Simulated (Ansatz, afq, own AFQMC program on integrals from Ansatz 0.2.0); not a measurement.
# AlGaH₂ (triplet): quantum Monte Carlo beside coupled cluster at scale of all distances = 1.284, cc-pVDZ

Aim: compute AlGaH₂ (triplet) with auxiliary-field quantum Monte Carlo on the same integrals as coupled cluster, and set the energies side by side.

Program: Ansatz 0.2.0, Gaussian basis, and an in-house AFQMC program (afq) on its integrals; all values are calculated. Level of theory: cc-pVDZ, frozen cores. These are calculated values, not measurements.

The runs, in order: PBE (unrestricted); r2SCAN (unrestricted); PBE0 (unrestricted); B3LYP (unrestricted); wB97M-V (unrestricted); B2PLYP (unrestricted); CCSD(T) on UHF; CCSDT(Q) on UHF; Phaseless AFQMC, CISD trial on UHF.

2 further runs of the same task are left out: 2 that didn't finish.

## Step 1: The geometry

The geometry derives from a PBE0/def2-TZVP stationary point (not a proven minimum). All distances are scaled together. No spin-orbit coupling is included. The filled d shell of Ga may be among the frozen orbitals whatever the setting's name suggests; the logs give the count.

4 atoms, charge 0, spin multiplicity 3.

Atoms are counted from 1 here; the program's logs count them from 0.

No contacts short enough for the rule that draws bonds.

Coordinates:

```
Al    0.0000    0.0000    2.3356
Ga    0.0000    0.0000   -0.8536
H     0.0000    1.8069   -1.7370
H     0.0000   -1.8069   -1.7370
```

## Step 2: PBE (unrestricted)

File in.yaml:

```yaml
crystal:
  periodic: [false, false, false]
  atoms:
    - {symbol: Al, position_ang: [0.000000, 0.000000, 2.335592]}
    - {symbol: Ga, position_ang: [0.000000, 0.000000, -0.853611]}
    - {symbol: H, position_ang: [0.000000, 1.806914, -1.737003]}
    - {symbol: H, position_ang: [0.000000, -1.806914, -1.737003]}
basis:
  gaussian: {orbitals: cc-pVDZ}
magnetization: {spin_polarized: true, initial_magnetization: 2}
hamiltonian: {xc: {name: PBE}}
output: {orbitals: {seedname: orbitals}}
```

Run with:

```
ansatz run in.yaml --threads 1 --pin off --events-out ev --progress --plain --max-ram 1382MiB
```

Standard output:

```text
Functional definition: PBE
  name "PBE"
  cite "Perdew, Burke & Ernzerhof, Phys. Rev. Lett. 77, 3865 (1996) doi:10.1103/PhysRevLett.77.3865"
  parent pbe
  parameter kappa = 0.804
  parameter beta = 0.06672455060314922
  exchange = pbe_x(kappa = kappa, mu = beta*pi^2/3)
  correlation = pbe_c(beta = beta)
590 factors; integrals over basis functions are off by at most 1.1e-3 eV
mean field evaluation 1: about -58989.0740 eV, gradient 1.1e1 eV
mean field evaluation 2: about -58953.0554 eV, gradient 4.4e1 eV
mean field evaluation 4: about -58990.6443 eV, gradient 3.2e0 eV
mean field evaluation 8: about -58990.7932 eV, gradient 3.5e-2 eV
mean field evaluation 16: about -58990.7932 eV, gradient 1.7e-5 eV
mean field evaluation 32: about -58990.4078 eV, gradient 3.0e-3 eV
mean field evaluation 64: about -58988.1453 eV, gradient 7.2e-1 eV
mean field -58990.79324118 eV, -2167.8716662176 hartree, gradient 1.3e-5 eV, S^2 2.005477; 11 other end points of the search recorded, 0 dependent functions left out
reference -58990.79328158 eV, -2167.8716677023 hartree; 24, 22 occupied and 31, 33 virtual orbitals, 590 factors
Total energy: -58990.79328158 eV, -2167.8716677023 hartree
```

It took 16 s on 1 thread of Arm Neoverse N1, shared host.

From the report: ⟨S²⟩ of the determinant 2.005 (pure triplet: 2.00).

## Step 3: r2SCAN (unrestricted)

in.yaml, as its differences from that of step 2:

```diff
@@ -10,3 +10,2 @@
 magnetization: {spin_polarized: true, initial_magnetization: 2}
-hamiltonian: {xc: {name: PBE}}
-output: {orbitals: {seedname: orbitals}}
+hamiltonian: {xc: {name: r2SCAN}}
```

Same command.

Standard output, shortened:

```text
Functional definition: r2SCAN
  name "r2SCAN"
  cite "Furness, Kaplan, Ning, Perdew & Sun, J. Phys. Chem. Lett. 11, 8208 (2020) doi:10.1021/acs.jpclett.0c02405"
  cite "Furness, Kaplan, Ning, Perdew & Sun, J. Phys. Chem. Lett. 11, 9248 (2020) doi:10.1021/acs.jpclett.0c03077"
  parent r2scan
[...]
590 factors; integrals over basis functions are off by at most 1.1e-3 eV
[...]
mean field -59001.13484401 eV, -2168.2517131118 hartree, gradient 6.1e-6 eV, S^2 2.021257; 9 other end points of the search recorded, 0 dependent functions left out
reference -59001.13485953 eV, -2168.2517136821 hartree; 24, 22 occupied and 31, 33 virtual orbitals, 590 factors
Total energy: -59001.13485953 eV, -2168.2517136821 hartree
```

It took 33 s on 1 thread of Arm Neoverse N1, shared host.

From the report: ⟨S²⟩ of the determinant 2.021 (pure triplet: 2.00).

## Step 4: PBE0 (unrestricted)

in.yaml, as its differences from that of step 3:

```diff
@@ -10,2 +10,3 @@
 magnetization: {spin_polarized: true, initial_magnetization: 2}
-hamiltonian: {xc: {name: r2SCAN}}
+hamiltonian: {xc: {name: PBE0}}
+output: {orbitals: {seedname: orbitals}}
```

The command is unchanged.

Standard output, shortened:

```text
Functional definition: PBE0
  name "PBE0"
  cite "Adamo & Barone, J. Chem. Phys. 110, 6158 (1999) doi:10.1063/1.478522"
  cite "Perdew, Burke & Ernzerhof, Phys. Rev. Lett. 77, 3865 (1996) doi:10.1103/PhysRevLett.77.3865"
  parent pbe
[...]
590 factors; integrals over basis functions are off by at most 1.1e-3 eV
[...]
mean field -58992.28774552 eV, -2167.9265882392 hartree, gradient 1.0e-5 eV, S^2 2.014866; 5 other end points of the search recorded, 0 dependent functions left out
reference -58992.28777566 eV, -2167.9265893467 hartree; 24, 22 occupied and 31, 33 virtual orbitals, 590 factors
Total energy: -58992.28777566 eV, -2167.9265893467 hartree
```

Run time: 6.5 s. Hardware: 1 thread of Arm Neoverse N1, shared host.

From the report: ⟨S²⟩ of the determinant 2.015 (pure triplet: 2.00).

## Step 5: B3LYP (unrestricted)

in.yaml, as its differences from that of step 4:

```diff
@@ -10,3 +10,2 @@
 magnetization: {spin_polarized: true, initial_magnetization: 2}
-hamiltonian: {xc: {name: PBE0}}
-output: {orbitals: {seedname: orbitals}}
+hamiltonian: {xc: {name: B3LYP}}
```

Launched as before.

Standard output, shortened:

```text
Functional definition: B3LYP
  name "B3LYP"
  cite "Stephens, Devlin, Chabalowski & Frisch, J. Phys. Chem. 98, 11623 (1994) doi:10.1021/j100096a001"
  cite "Becke, Phys. Rev. A 38, 3098 (1988) doi:10.1103/PhysRevA.38.3098"
  cite "Lee, Yang & Parr, Phys. Rev. B 37, 785 (1988) doi:10.1103/PhysRevB.37.785"
  cite "Vosko, Wilk & Nusair, Can. J. Phys. 58, 1200 (1980) doi:10.1139/p80-159"
[...]
590 factors; integrals over basis functions are off by at most 1.1e-3 eV
[...]
mean field -59004.49557635 eV, -2168.3752177474 hartree, gradient 1.2e-5 eV, S^2 2.012858; 4 other end points of the search recorded, 0 dependent functions left out
reference -59004.49581157 eV, -2168.3752263913 hartree; 24, 22 occupied and 31, 33 virtual orbitals, 590 factors
Total energy: -59004.49581157 eV, -2168.3752263913 hartree
```

It took 10 s on 1 thread of Arm Neoverse N1, shared host.

From the report: ⟨S²⟩ of the determinant 2.013 (pure triplet: 2.00).

## Step 6: wB97M-V (unrestricted)

in.yaml, as its differences from that of step 5:

```diff
@@ -10,2 +10,3 @@
 magnetization: {spin_polarized: true, initial_magnetization: 2}
-hamiltonian: {xc: {name: B3LYP}}
+hamiltonian: {xc: {name: wB97M-V}}
+output: {orbitals: {seedname: orbitals}}
```

Same command.

Standard output, shortened:

```text
Functional definition: wB97M-V
  name "wB97M-V"
  cite "Mardirossian & Head-Gordon, J. Chem. Phys. 144, 214110 (2016) doi:10.1063/1.4952647"
  cite "Becke, J. Chem. Phys. 107, 8554 (1997) doi:10.1063/1.475007"
  cite "Vydrov & Van Voorhis, J. Chem. Phys. 133, 244103 (2010) doi:10.1063/1.3521275"
  # Of w^i u^j: cxij and so on, Table III.
[...]
  gx(w, u) = 1 - cx + cx01*u + cx10*w
  gss(w, u) = css00 + css04*u^4 + css10*w + css20*w^2 + css43*w^4*u^3
  gos(w, u) = cos00 + cos10*w + (cos20 + cos21*u)*w^2 + (cos60 + cos61*u)*w^6
[...]
      + integral(e_c_pw_mod_opposite_spin*gos(b97_w_opposite, b97_u_opposite)) + vv10(b, c)
590 factors; integrals over basis functions are off by at most 1.1e-3 eV
188 factors; integrals over basis functions are off by at most 2.0e-5 eV
[...]
mean field -58998.63708233 eV, -2168.1599220631 hartree, gradient 1.1e-5 eV, S^2 2.016075; 4 other end points of the search recorded, 0 dependent functions left out
reference -58998.63712469 eV, -2168.1599236197 hartree; 24, 22 occupied and 31, 33 virtual orbitals, 590 factors
Total energy: -58998.63712469 eV, -2168.1599236197 hartree
```

Run time: 31 s. Hardware: 1 thread of Arm Neoverse N1, shared host; peak memory 0.25 GiB.

From the report: ⟨S²⟩ of the determinant 2.016 (pure triplet: 2.00).

## Step 7: B2PLYP (unrestricted)

in.yaml, as its differences from that of step 6:

```diff
@@ -10,3 +10,3 @@
 magnetization: {spin_polarized: true, initial_magnetization: 2}
-hamiltonian: {xc: {name: wB97M-V}}
-output: {orbitals: {seedname: orbitals}}
+hamiltonian: {xc: {name: B2PLYP}}
+correlation: {electrons: outside_noble_gas}
```

The command is unchanged.

Standard output, shortened:

```text
Functional definition: B2PLYP
  name "B2PLYP"
  cite "Grimme, J. Chem. Phys. 124, 034108 (2006) doi:10.1063/1.2148954"
  cite "Becke, Phys. Rev. A 38, 3098 (1988) doi:10.1103/PhysRevA.38.3098"
  cite "Lee, Yang & Parr, Phys. Rev. B 37, 785 (1988) doi:10.1103/PhysRevB.37.785"
[...]
590 factors; integrals over basis functions are off by at most 1.1e-3 eV
[...]
mean field -58986.56216283 eV, -2167.7161769560 hartree, gradient 2.3e-6 eV, S^2 2.037774; 6 other end points of the search recorded, 0 dependent functions left out
19 core orbitals not correlated: weight in the atoms' cores, before any rotation towards them, 0.999 or more for the frozen orbitals, at most 0.000 for the correlated occupied ones
reference -58986.56231176 eV, -2167.7161824293 hartree; 5, 3 occupied and 31, 33 virtual orbitals, 590 factors
second order -3.64639845 eV of doubles, -0.00000000 eV of singles
Total energy: -58987.54683934 eV, -2167.7523631506 hartree
```

It took 11 s on 1 thread of Arm Neoverse N1, shared host.

From the report: ⟨S²⟩ of the determinant 2.038 (pure triplet: 2.00).

## Step 8: CCSD(T) on UHF

in.yaml, as its differences from that of step 7:

```diff
@@ -10,3 +10,2 @@
 magnetization: {spin_polarized: true, initial_magnetization: 2}
-hamiltonian: {xc: {name: B2PLYP}}
-correlation: {electrons: outside_noble_gas}
+correlation: {method: ccsd_t, electrons: outside_noble_gas, hamiltonian_folder: ham}
```

The command is unchanged.

Standard output, shortened:

```text
Functional definition: HF
  name "HF"
  cite "Fock, Z. Phys. 61, 126 (1930) doi:10.1007/BF01340294"
  parent pbe
[...]
590 factors; integrals over basis functions are off by at most 1.1e-3 eV
[...]
mean field -58944.19929672 eV, -2166.1593703412 hartree, gradient 7.0e-6 eV, S^2 2.110240; 18 other end points of the search recorded, 0 dependent functions left out
determinant -58944.19929672 eV, -2166.1593703412 hartree, with singles and doubles -58947.93055789 eV, -2166.2964916601 hartree
determinant -58944.04220645 eV, -2166.1535973803 hartree, with singles and doubles -58947.67775603 eV, -2166.2872013629 hartree
determinant -58943.06505420 eV, -2166.1176876973 hartree, with singles and doubles -58946.74981981 eV, -2166.2531003358 hartree
determinant -58941.98717215 eV, -2166.0780762627 hartree, with singles and doubles -58945.43303890 eV, -2166.2047095302 hartree
[...]
determinant -58941.64364708 eV, -2166.0654519493 hartree, with singles and doubles -58945.49558072 eV, -2166.2070078994 hartree
determinant -58941.58896799 eV, -2166.0634425297 hartree, with singles and doubles -58945.02343270 eV, -2166.1896567797 hartree
determinant -58944.19929672 eV, -2166.1593703412 hartree, with singles and doubles -58947.92948956 eV, -2166.2964523995 hartree
determinant -58944.04220645 eV, -2166.1535973803 hartree, with singles and doubles -58947.67708803 eV, -2166.2871768144 hartree
19 core orbitals not correlated: weight in the atoms' cores, before any rotation towards them, 1.000 or more for the frozen orbitals, at most 0.000 for the correlated occupied ones
reference -58944.19929672 eV, -2166.1593703412 hartree; 5, 3 occupied and 31, 33 virtual orbitals, 590 factors
second order -2.56631438 eV of doubles, -0.00000000 eV of singles
cycle   1  -3.73019316 eV  change   -3.2e-7 eV  update   2.4e-6
perturbative correction -0.13076760 eV, -0.0048056207 hartree
Total energy: -58948.06025748 eV, -2166.3012580321 hartree
```

Wall time 22 s (1 thread of Arm Neoverse N1, shared host).

From the report: ⟨S²⟩ of the determinant 2.110 (pure triplet: 2.00); correlation -3.8610 eV; T1 0.051; largest double amplitude 0.09.

This run also writes the integrals to the folder ham.

## Step 9: CCSDT(Q) on UHF

in.yaml, as its differences from that of step 8:

```diff
@@ -10,2 +10,2 @@
 magnetization: {spin_polarized: true, initial_magnetization: 2}
-correlation: {method: ccsd_t, electrons: outside_noble_gas, hamiltonian_folder: ham}
+correlation: {method: ccsdt_q, electrons: outside_noble_gas}
```

Same command.

Standard output, shortened:

```text
Functional definition: HF
  name "HF"
  cite "Fock, Z. Phys. 61, 126 (1930) doi:10.1007/BF01340294"
  parent pbe
[...]
1070 factors; integrals over basis functions are off by at most 1.3e-7 eV
[...]
mean field -58944.19934738 eV, -2166.1593722031 hartree, gradient 7.7e-6 eV, S^2 2.110241; 18 other end points of the search recorded, 0 dependent functions left out
determinant -58944.19934738 eV, -2166.1593722031 hartree, with singles and doubles -58947.93061827 eV, -2166.2964938791 hartree
determinant -58944.04225721 eV, -2166.1535992458 hartree, with singles and doubles -58947.67781597 eV, -2166.2872035656 hartree
determinant -58943.06510970 eV, -2166.1176897371 hartree, with singles and doubles -58946.74988870 eV, -2166.2531028674 hartree
determinant -58941.98724656 eV, -2166.0780789973 hartree, with singles and doubles -58945.43310935 eV, -2166.2047121190 hartree
[...]
determinant -58941.58902827 eV, -2166.0634447449 hartree, with singles and doubles -58945.02349451 eV, -2166.1896590515 hartree
determinant -58944.19934738 eV, -2166.1593722031 hartree, with singles and doubles -58947.92954938 eV, -2166.2964545979 hartree
determinant -58944.04225721 eV, -2166.1535992458 hartree, with singles and doubles -58947.67714849 eV, -2166.2871790364 hartree
19 core orbitals not correlated: weight in the atoms' cores, before any rotation towards them, 1.000 or more for the frozen orbitals, at most 0.000 for the correlated occupied ones
reference -58944.19934738 eV, -2166.1593722031 hartree; 5, 3 occupied and 31, 33 virtual orbitals, 1070 factors
second order -2.56636193 eV of doubles, -0.00000000 eV of singles
cycle   1  -3.23016666 eV  change   -6.6e-1 eV  update   1.0e-1
[...]
cycle  21  -3.92954701 eV  change    2.2e-7 eV  update   4.8e-7
perturbative correction -0.00972656 eV, -0.0003574444 hartree
Total energy: -58948.13862095 eV, -2166.3041378365 hartree
```

Wall time 51 s (1 thread of Arm Neoverse N1, shared host).

From the report: ⟨S²⟩ of the determinant 2.110 (pure triplet: 2.00); correlation -3.9393 eV; T1 0.062; largest double amplitude 0.12.

## Step 10: Phaseless AFQMC, CISD trial on UHF

It reads the integrals that the CCSD(T) run on this determinant wrote.

Run with:

```
afq ham --method phaseless --trial cisd --walkers 60 --populations 1 --least-time 40 --time-step 0.005 --steps-per-block 50 --equilibration-blocks 40 --max-blocks 300 --target-error 0.00068 --factor-cut 1e-05 --start spin_pure --seed 7573 --release-times 0.24,0.51,0.99,1.62,2.4 --release-step 0.03 --release-every 4 --taylor-order 6
```

Standard output:

```text
orbitals 36  electrons 5 3  factors 260 of 590
reference energy -2166.15937034 Eh
CCSD correlation -0.13708210 Eh in 16 cycles, weight of the determinant in the CISD state 0.8189
energy of the start -2166.293468 Eh
 block  time / (1/Eh)  mean weight  energy / Eh
     1     0.250  1.0003  -2166.292769
     2     0.500  1.0006  -2166.293082
     3     0.750  0.9994  -2166.293542
     4     1.000  1.0003  -2166.294838
     5     1.250  1.0007  -2166.296314
     6     1.500  0.9997  -2166.296880
     7     1.750  1.0007  -2166.297143
     8     2.000  1.0006  -2166.297142
     9     2.250  1.0007  -2166.297868
    10     2.500  1.0005  -2166.298036
    11     2.750  1.0007  -2166.298094
    16     4.000  0.9998  -2166.301111
    21     5.250  1.0006  -2166.299317
    26     6.500  0.9981  -2166.302382
    31     7.750  1.0016  -2166.305492
    36     9.000  1.0001  -2166.302089
    41    10.250  0.9993  -2166.299518
    46    11.500  1.0011  -2166.303440
    51    12.750  1.0002  -2166.305102
    56    14.000  0.9996  -2166.305901
    61    15.250  1.0006  -2166.304076
    66    16.500  0.9992  -2166.305363
    71    17.750  1.0012  -2166.298915
    76    19.000  1.0001  -2166.301779
    81    20.250  1.0008  -2166.300595
    86    21.500  0.9986  -2166.299152
    91    22.750  0.9995  -2166.299724
    96    24.000  1.0005  -2166.310331
   101    25.250  1.0011  -2166.300502
   106    26.500  1.0012  -2166.304486
   111    27.750  1.0005  -2166.302971
   116    29.000  0.9999  -2166.303512
   121    30.250  1.0005  -2166.302175
   126    31.500  0.9996  -2166.305760
   131    32.750  1.0003  -2166.303263
   136    34.000  0.9993  -2166.299705
   141    35.250  0.9987  -2166.299894
   146    36.500  0.9988  -2166.299667
   151    37.750  0.9996  -2166.302625
   156    39.000  1.0012  -2166.304210
   161    40.250  1.0013  -2166.300328
   166    41.500  1.0005  -2166.302233
   171    42.750  1.0002  -2166.297861
   176    44.000  1.0009  -2166.301176
   181    45.250  1.0004  -2166.304843
   186    46.500  1.0007  -2166.302358
   191    47.750  0.9995  -2166.300367
   196    49.000  0.9994  -2166.294925
blocks merged  error / Eh  count
     1  0.000245  160
     2  0.000328  80
     4  0.000407  40
     8  0.000468  20
    16  0.000558  10
released: time / (1/Eh)  energy / Eh  error  mean overlap
  0.24  -2166.302576  0.000610  0.9973
  0.51  -2166.302641  0.000598  0.9876
  0.99  -2166.303619  0.000598  0.9744
  1.62  -2166.303674  0.000564  0.9846
  2.40  -2166.303770  0.000680  1.0010
energy -2166.302012 +/- 0.000468 Eh
```

Wall time 5.6 min (1 thread of Arm Neoverse N1, shared host).

Energy -58948.0808 ± 0.0127 eV. Caveats: constraint bias not in the error.

## Step 11: AFQMC on the ladder

On the UHF determinant, counted from CCSDT(Q) (a yardstick, not exact):

| level | energy (eV) | from CCSDT(Q) (kcal/mol) | statistical error (kcal/mol) | time |
| --- | --- | --- | --- | --- |
| HF | -58944.1993 | +90.84 |  |  |
| MP2 | -58946.7656 | +31.66 |  |  |
| CCSD | -58947.9295 | +4.82 |  |  |
| CCSD(T) | -58948.0603 | +1.81 |  |  |
| CCSDT(Q) | -58948.1386 | 0.00 |  |  |
| Phaseless AFQMC, CISD trial, step 0.005, 60 walkers | -58948.0808 | +1.33 | 0.29 | 5.6 min |

The functionals' totals stand on their own zeros and serve differences with other points: PBE -58990.793 eV; r2SCAN -59001.135 eV; PBE0 -58992.288 eV; B3LYP -59004.496 eV; wB97M-V -58998.637 eV; B2PLYP -58987.547 eV.

## Step 12: What came out

| quantity | value |
| --- | --- |
| CCSD(T) on UHF from CCSDT(Q) | +1.81 kcal/mol |
| Phaseless AFQMC, CISD trial on UHF from CCSDT(Q) | +1.33 ± 0.29 kcal/mol |

**Reading.** On UHF the phaseless walk with the CISD trial lies +1.33 kcal/mol from CCSDT(Q), 5 times its error bar. Error bars are statistical and leave out the constraint, the time step and what remains of the start.
